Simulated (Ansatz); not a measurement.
**Na: molecular dynamics**

The plan is to ramp the temperature up and watch the lattice. Runs: 600 steps of 2 fs under a Langevin thermostat, set from 300 K to 900 K by a schedule. The start is the crystal (bcc), its volume scaled by 1.1.

All numbers below are computed with Ansatz 0.2.0 (DFT PBEsol, plane waves, PAW, scalar-relativistic, no spin polarisation).

### Step 1. The starting structure

The cell holds 16 atoms (Na16): a = 8.733 Å, b = 8.733 Å, c = 8.733 Å, α = 90.00°, β = 90.00°, γ = 90.00°.

As a file:

```cif
data_structure
_symmetry_space_group_name_H-M 'P 1'
_symmetry_Int_Tables_number 1
_cell_length_a 8.7331
_cell_length_b 8.7331
_cell_length_c 8.7331
_cell_angle_alpha 90.000
_cell_angle_beta 90.000
_cell_angle_gamma 90.000
_cell_volume 666.05
loop_
_atom_site_label
_atom_site_type_symbol
_atom_site_fract_x
_atom_site_fract_y
_atom_site_fract_z
_atom_site_occupancy
Na1 Na 0.00000 0.00000 0.00000 1
Na2 Na 0.50000 0.00000 0.00000 1
Na3 Na 0.00000 0.50000 0.00000 1
Na4 Na 0.00000 0.00000 0.50000 1
Na5 Na 0.25000 0.25000 0.25000 1
Na6 Na 0.50000 0.50000 0.00000 1
Na7 Na 0.50000 0.00000 0.50000 1
Na8 Na 0.75000 0.25000 0.25000 1
Na9 Na 0.00000 0.50000 0.50000 1
Na10 Na 0.25000 0.75000 0.25000 1
Na11 Na 0.25000 0.25000 0.75000 1
Na12 Na 0.50000 0.50000 0.50000 1
Na13 Na 0.75000 0.75000 0.25000 1
Na14 Na 0.75000 0.25000 0.75000 1
Na15 Na 0.25000 0.75000 0.75000 1
Na16 Na 0.75000 0.75000 0.75000 1
```

### Step 2. The run

600 steps of 2 fs under a Langevin thermostat, set from 300 K to 900 K by a schedule.

File input.yaml:

```yaml
crystal:
  lattice:
    - [8.73309, 0.0, 0.0]
    - [0.0, 8.73309, 0.0]
    - [0.0, 0.0, 8.73309]
  atoms:
    - { symbol: Na, position: [0.0, 0.0, 0.0] }
    - { symbol: Na, position: [0.5, 0.0, 0.0] }
    - { symbol: Na, position: [0.0, 0.5, 0.0] }
    - { symbol: Na, position: [0.0, 0.0, 0.5] }
    - { symbol: Na, position: [0.25, 0.25, 0.25] }
    - { symbol: Na, position: [0.5, 0.5, 0.0] }
    - { symbol: Na, position: [0.5, 0.0, 0.5] }
    - { symbol: Na, position: [0.75, 0.25, 0.25] }
    - { symbol: Na, position: [0.0, 0.5, 0.5] }
    - { symbol: Na, position: [0.25, 0.75, 0.25] }
    - { symbol: Na, position: [0.25, 0.25, 0.75] }
    - { symbol: Na, position: [0.5, 0.5, 0.5] }
    - { symbol: Na, position: [0.75, 0.75, 0.25] }
    - { symbol: Na, position: [0.75, 0.25, 0.75] }
    - { symbol: Na, position: [0.25, 0.75, 0.75] }
    - { symbol: Na, position: [0.75, 0.75, 0.75] }
basis:
  ecutwfc: 420.0
kpoints:
  mp_grid: { grid: [1, 1, 1] }
hamiltonian:
  xc: pbesol
scf:
  occupations: { method: fermi_dirac, width: 0.1 }
  lower_state_search: "off"
md:
  timestep: 2
  n_steps: 600
  ensemble: nvt_langevin
  temperature: 300.0
  initial_velocities: maxwell_boltzmann
  seed: 523254
  friction: 0.02
  temperature_schedule: [{ n_steps: 600, end_temperature: 900.0 }]
```

Launch:

```console
$ ansatz run input.yaml --threads 1 --pin off --max-ram 3072MiB --backend cpu --events-out ev --progress --plain --runs-dir out
```

What does the calculation give? Wanted: temperature, first and last step; temperature, second half; potential energy, second half; mean square displacement, second half.

The runs gave:

```
                             quantity                           value
                               length               600 steps of 2 fs
     temperature, first and last step                   281 and 688 K
             temperature, second half  mean 799 K, from 460 to 1121 K
        potential energy, second half     +98 meV/atom from the start
mean square displacement, second half                     Na 0.547 Å²
```

The set-point goes from 300 to 900 K in 1200 fs, and the last tenth of the run averages 779 K. Such a rate, of order 10^15 K/s, is far beyond any furnace or quench, and the atoms lag the set-point. Counted from the crystal's sites, with the common drift removed, the atoms stand 0.72 Å away over the last tenth of the run (root mean square), 19 % of the neighbour distance: near the range, 10 to 20 % and a little above, in which crystals usually melt. A run of 1200 fs with 16 atoms shows the motion but fixes no equilibrium value. Accuracy level and mesh were kept low to afford the steps.
